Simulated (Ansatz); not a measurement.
**SiAs+ (quintet): the correlation ladder, cc-pVDZ**

How much of the correlation energy of SiAs+ (quintet) does each wave-function method recover here?

Method: cc-pVDZ, core rule «outside noble gas», up to 19 orbitals frozen; program: Ansatz 0.2.0, Gaussian basis.

Plan: UHF; CCSD(T) on ROHF; CCSD(T) on UHF; BCCD(T) on ROHF; CISD as a restricted active space (open shells left free, so some higher excitations enter); CCSDT(Q) on ROHF; CCSDT(Q) on UHF; CISDTQ; CCSDTQ on ROHF; CCSDTQ on UHF; CASSCF and MRCISD+Q, 8 electrons in 8 orbitals; CASSCF and NEVPT2, 8 electrons in 8 orbitals; Full CI.

4 further runs of the same task are left out: 4 set aside as unsound or not needed. Runs told in other sessions of the task aren't counted.

### 1 The geometry

The geometry is a PBE0/def2-TZVP stationary point (not a proven minimum) of the parent state, kept for this charge and spin. No spin-orbit coupling is included. The filled d shell of As may be among the frozen orbitals whatever the setting's name suggests.

2 atoms, charge 1, spin multiplicity 5.

Atoms are counted from 1 here; the program's logs count them from 0.

Bond lengths: Si1–As2 2.324 Å.

As a file:

```
atom   x (Å)   y (Å)   z (Å)
 Si1  0.0000  0.0000  0.0000
 As2  0.0000  0.0000  2.3242
```

### 2 UHF

in.yaml reads:

```yaml
crystal:
  periodic: [false, false, false]
  atoms:
    - {symbol: Si, position_ang: [0.000000, 0.000000, 0.000000]}
    - {symbol: As, position_ang: [0.000000, 0.000000, 2.324200]}
basis:
  gaussian: {orbitals: cc-pVDZ}
total_charge: 1
magnetization: {spin_polarized: true, initial_magnetization: 4}
hamiltonian: {xc: hf}
output: {orbitals: {seedname: orbitals}}
```

Launch:

```sh
$ ansatz run in.yaml --threads 1 --pin off --events-out ev --progress --plain --max-ram 4096MiB --backend cpu
```

Further steps of the session: CCSD(T) on ROHF; CCSD(T) on UHF; BCCD(T) on ROHF; CISD as a restricted active space (open shells left free, so some higher excitations enter); CCSDT(Q) on ROHF; CCSDT(Q) on UHF; CISDTQ; CCSDTQ on ROHF; CCSDTQ on UHF; CASSCF and MRCISD+Q, 8 electrons in 8 orbitals; CASSCF and NEVPT2, 8 electrons in 8 orbitals; Full CI.

Q: Predict the results of all the runs planned. Wanted: FCI from the RHF energy; RMP2 from FCI; UMP2 from FCI; RCCSD from FCI; RCCSD(T) from FCI; UCCSD(T) from FCI; RCCSDT(Q) from FCI; UCCSDT(Q) from FCI; NEVPT2 valence from FCI.

**Answer**, as computed:

| quantity | value |
| --- | --- |
| FCI from the ROHF energy | -3.9821 eV |
| RMP2 from FCI | +91.1 kJ/mol |
| UMP2 from FCI | +93.5 kJ/mol |
| RCCSD from FCI | +15.7 kJ/mol |
| RCCSD(T) from FCI | +3.8 kJ/mol |
| UCCSD(T) from FCI | +2.6 kJ/mol |
| RCCSDT(Q) from FCI | +0.1 kJ/mol |
| UCCSDT(Q) from FCI | -1.1 kJ/mol |
| NEVPT2 valence from FCI | +65.2 kJ/mol |
| MRCISD+Q valence from FCI | -1.9 kJ/mol |
| levels within 1 kcal/mol (43 meV) | RCCSD(T), UCCSD(T), BCCD(T), RCCSDT, UCCSDT, CISDTQ, RCCSDT(Q), UCCSDT(Q), RCCSDTQ, UCCSDTQ, MRCISD+Q valence |
| T1 diagnostic | 0.025 |
| effectively unpaired electrons | 4.06 |

In words: RCCSD(T) lands +3.8 kJ/mol from the yardstick (1.0 % of the correlation energy). UCCSDT, UCCSDT(Q), UCCSDTQ, MRCISD+Q valence fall below full CI: unrestricted runs freeze a spin-polarised core, another one than full CI's, and coupled cluster isn't variational. One determinant dominates. Of the multireference levels listed MRCISD+Q valence comes nearest in total energy (-1.9 kJ/mol), which doesn't show that its space is the better one. These misses are within one basis, not against nature; the frozen cores of restricted and unrestricted runs differ, which can shift their rows.

Levels on UHF freeze UHF's core orbitals, full CI those of ROHF, so the U rows can settle a little off it for that reason alone.

With open shells the CI space here admits some higher excitations, so it is larger than plain CISD.
